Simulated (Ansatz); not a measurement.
Write a Python script for Ansatz 0.2.0, Python API that makes a rigid torsion scan of C₂H₈SSi, SMILES CC[SiH2]S. Use (for the species named): PBE, def2-SVP basis, multiplicity 1, D3BJ dispersion.

```xyz
12

C    -0.1488    1.6722    0.0221
C    -0.5568    0.2528    0.2521
Si    0.7857   -0.9659   -0.0816
S     0.1598   -2.9337    0.3197
H     0.6297    2.0331    0.6370
H     0.0987    1.9050   -1.0317
H    -1.0340    2.3579    0.2279
H    -0.8484    0.1656    1.2849
H    -1.4073    0.0157   -0.3368
H     1.2453   -0.9034   -1.4644
H     1.9684   -0.6982    0.8379
H    -0.8153   -2.9563   -0.6331
```

The script, `c2h8ssi.py`:
```python
"""Energy of C2H8SSi as one group turns about a bond."""

import ansatz as az
from ase import Atoms

SETTINGS = {
    "basis_set": "def2-SVP",
    "functional": "pbe",
    "vdw": "d3bj",
    "force_tol": 0.02,
}

atoms = Atoms(["C", "C", "Si", "S", "H", "H", "H", "H", "H", "H", "H", "H"], positions=[
    (-0.1488, 1.6722, 0.0221),
    (-0.5568, 0.2528, 0.2521),
    (0.7857, -0.9659, -0.0816),
    (0.1598, -2.9337, 0.3197),
    (0.6297, 2.0331, 0.637),
    (0.0987, 1.905, -1.0317),
    (-1.034, 2.3579, 0.2279),
    (-0.8484, 0.1656, 1.2849),
    (-1.4073, 0.0157, -0.3368),
    (1.2453, -0.9034, -1.4644),
    (1.9684, -0.6982, 0.8379),
    (-0.8153, -2.9563, -0.6331),
])

# start the scan from a relaxed geometry
first = az.Crystal.molecule_from_ase(atoms).calculation()
first = first.basis(gaussian=SETTINGS["basis_set"])
first = first.functional(SETTINGS["functional"], dispersion=SETTINGS["vdw"])
first = first.relax(force_tolerance=SETTINGS["force_tol"], max_steps=80)
atoms.positions = first.run(threads=1, backend="cpu").report["positions_ang"]

start = atoms.get_dihedral(0, 1, 2, 3)
energies = {}
for turn in range(0, 360, 30):
    turned = atoms.copy()
    turned.set_dihedral(0, 1, 2, 3, start + turn, indices=[2, 3, 9, 10, 11])
    calc = (
        az.Crystal.molecule_from_ase(turned).calculation()
        .basis(gaussian=SETTINGS["basis_set"])
        .functional(SETTINGS["functional"], dispersion=SETTINGS["vdw"])
    )
    energies[round((start + turn) % 360)] = calc.run(threads=1, backend="cpu").report["free_energy_ev"]
floor = min(energies.values())
print("dihedral C0-C1-Si2-S3 (deg)   E - E(min) (kcal/mol)")
for angle, e in sorted(energies.items()):
    print(f"{angle:8d} {23.060548 * (e - floor):14.3f}  " + "#" * int(30 * (e - floor) / max(max(energies.values()) - floor, 1e-9)))
```

```console
$ python c2h8ssi.py
dihedral C0-C1-Si2-S3 (deg)   E - E(min) (kcal/mol)
      27          1.264  ###############
      57          0.000
      87          1.219  ##############
     117          2.418  #############################
     147          1.545  ##################
     177          0.587  #######
     207          1.471  #################
     237          2.432  #############################
     267          1.425  #################
     297          0.173  ##
     327          0.999  ############
     357          2.457  ##############################
```

These settings explore the input space; basis and method may be short of convergence. The scan is rigid and the energies are electronic, in a modest basis. With rigid groups the curve can differ much from the relaxed path, the start wasn't checked as a minimum of this torsion, and equivalent turns needn't return to the same energy. Wall time of the script: 63 s on 1 thread of Arm Neoverse V2, with other jobs on the host, peak memory 0.22 GiB.
